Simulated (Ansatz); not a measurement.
# CH3ClF2OSi: the cost of one run

Method: the settings change from run to run; program: Ansatz 0.2.0, Gaussian basis.

### 1 The geometry

The geometry comes from an earlier relaxation with PBE0-D4 in a triple-zeta def2 set; it is a stationary point, not always the lowest conformer.

SMILES `O[Si](F)(F)CCl`, 9 atoms, charge 0, spin multiplicity 1.

Atoms are counted from 1 here; the program's logs count them from 0.

Bond lengths: O1–Si2 1.614 Å, O1–H7 0.959 Å, Si2–F3 1.578 Å, Si2–F4 1.582 Å, Si2–C5 1.859 Å, C5–Cl6 1.790 Å, C5–H8 1.090 Å, C5–H9 1.090 Å. Angles: Si2–O1–H7 118.3°, O1–Si2–F3 106.7°, O1–Si2–F4 111.6°, O1–Si2–C5 113.3°, F3–Si2–F4 107.2°, F3–Si2–C5 109.4°, F4–Si2–C5 108.4°, Si2–C5–Cl6 108.1°, Si2–C5–H8 111.9°, Si2–C5–H9 112.5°, Cl6–C5–H8 107.6°, Cl6–C5–H9 107.7°, H8–C5–H9 108.7°.

### 2 B2GP-PLYP/cc-pVTZ

This run has charge +1, multiplicity 2.

in.yaml

```yaml
crystal:
  periodic: [false, false, false]
  atoms:
    - {symbol: O, position_ang: [1.740351, -0.644061, -0.137224]}
    - {symbol: Si, position_ang: [0.282181, -0.275343, -0.721389]}
    - {symbol: F, position_ang: [0.519030, 0.590496, -2.019645]}
    - {symbol: F, position_ang: [-0.514396, -1.569503, -1.159826]}
    - {symbol: C, position_ang: [-0.769652, 0.682417, 0.475211]}
    - {symbol: Cl, position_ang: [-0.798336, -0.207569, 2.028026]}
    - {symbol: H, position_ang: [1.791197, -1.084840, 0.712818]}
    - {symbol: H, position_ang: [-0.362443, 1.674433, 0.670395]}
    - {symbol: H, position_ang: [-1.799433, 0.787867, 0.134434]}
basis:
  gaussian: {orbitals: cc-pVTZ}
total_charge: 1
magnetization: {spin_polarized: true, initial_magnetization: 1}
hamiltonian: {xc: {name: B2GP-PLYP}}
output: {forces: true}
```

On the command line:

```bash
ansatz run in.yaml --threads 4 --pin off --events-out ev --progress --plain --max-ram 10444MiB
```

**Question.** How long does this run take on 4 threads of Arm Neoverse V1, shared host, and how much memory does it need?

About 49 s, with a peak of 1.1 GiB.
